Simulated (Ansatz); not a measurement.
# CHBGe+ (doublet): the correlation ladder, cc-pVTZ

An exercise on one series of results from a longer session: the logs are not shown, and one member is left open.

Program: Ansatz 0.2.0, Gaussian basis. Level of theory: cc-pVTZ, core rule «outside noble gas», up to 16 orbitals frozen. These are calculated values, not measurements.

To be run: UHF; CCSD(T) on ROHF; CCSD(T) on UHF; BCCD(T) on ROHF; CCSDT(Q) on ROHF; CCSDT(Q) on UHF.

3 further runs of the same task are left out: 3 set aside as unsound or not needed. Runs told in other sessions of the task aren't counted.

**What is computed**

The geometry is a PBE0/def2-TZVP stationary point (not a proven minimum) of the parent state, kept for this charge and spin. No spin-orbit coupling is included. The filled d shell of Ge may be among the frozen orbitals whatever the setting's name suggests.

4 atoms, charge 1, spin multiplicity 2.

Atoms are counted from 1 here; the program's logs count them from 0.

Bond lengths: B1–Ge2 1.841 Å, B1–H4 1.178 Å, Ge2–C3 1.775 Å. Angles: Ge2–B1–H4 180.0°, B1–Ge2–C3 180.0°.

Set-up of the first run:

Input file in.yaml:

```yaml
crystal:
  periodic: [false, false, false]
  atoms:
    - {symbol: B, position_ang: [0.000000, 0.000000, 1.070100]}
    - {symbol: Ge, position_ang: [0.000000, 0.000000, -0.771300]}
    - {symbol: C, position_ang: [0.000000, 0.000000, -2.546700]}
    - {symbol: H, position_ang: [0.000000, 0.000000, 2.247900]}
basis:
  gaussian: {orbitals: cc-pVTZ}
total_charge: 1
magnetization: {spin_polarized: true, initial_magnetization: 1}
hamiltonian: {xc: hf}
output: {orbitals: {seedname: orbitals}}
```

The run is started by

```bash
ansatz run in.yaml --threads 1 --pin off --events-out ev --progress --plain --max-ram 4096MiB --backend cpu
```

Steps of the session up to this table: UHF; CCSD(T) on ROHF; CCSD(T) on UHF; BCCD(T) on ROHF; CCSDT(Q) on ROHF; CCSDT(Q) on UHF.

One table of the session follows, with a row left open; its other results are not shown here.

| method | from RCCSDT(Q) (kJ/mol) |
| --- | --- |
| RMP2 | ? |
| UMP2 | +218.2 |
| RCCSD | +109.3 |
| UCCSD | +86.0 |
| RCCSD(T) | +16.7 |
| UCCSD(T) | +31.5 |
| BCCD(T) | +30.7 |
| RCCSDT | +17.8 |
| UCCSDT | +12.1 |
| RCCSDT(Q) | 0 |
| UCCSDT(Q) | -2.8 |

Q: Estimate the row for RMP2 from the others.

The run gave: from RCCSDT(Q) (kJ/mol): +123.8. In the column «from RCCSDT(Q) (kJ/mol)» it lies between RCCSD (+109.3) and UMP2 (+218.2).

Left out of the table: ROHF, UHF (another determinant or state than the rows shown).

Limits of these values: The determinant of HF (⟨S²⟩ 2.49) is far from a pure spin state, so its energy mixes those of several spin states; that is harmless only where they are near-degenerate. The determinant of CCSD(T) (⟨S²⟩ 1.63) is far from a pure spin state, so its energy mixes those of several spin states; high orders of coupled cluster remove much of that, low ones don't. The determinant of CCSDT(Q) (⟨S²⟩ 1.63) is far from a pure spin state, so its energy mixes those of several spin states; high orders of coupled cluster remove much of that, low ones don't. Warnings: spin contamination; coupled cluster took another determinant than the lowest; large T1 diagnostic. Restricted and unrestricted rows rest on different reference determinants; a gap between their highest levels can come from leftover correlation error, from unlike frozen cores or from another state.
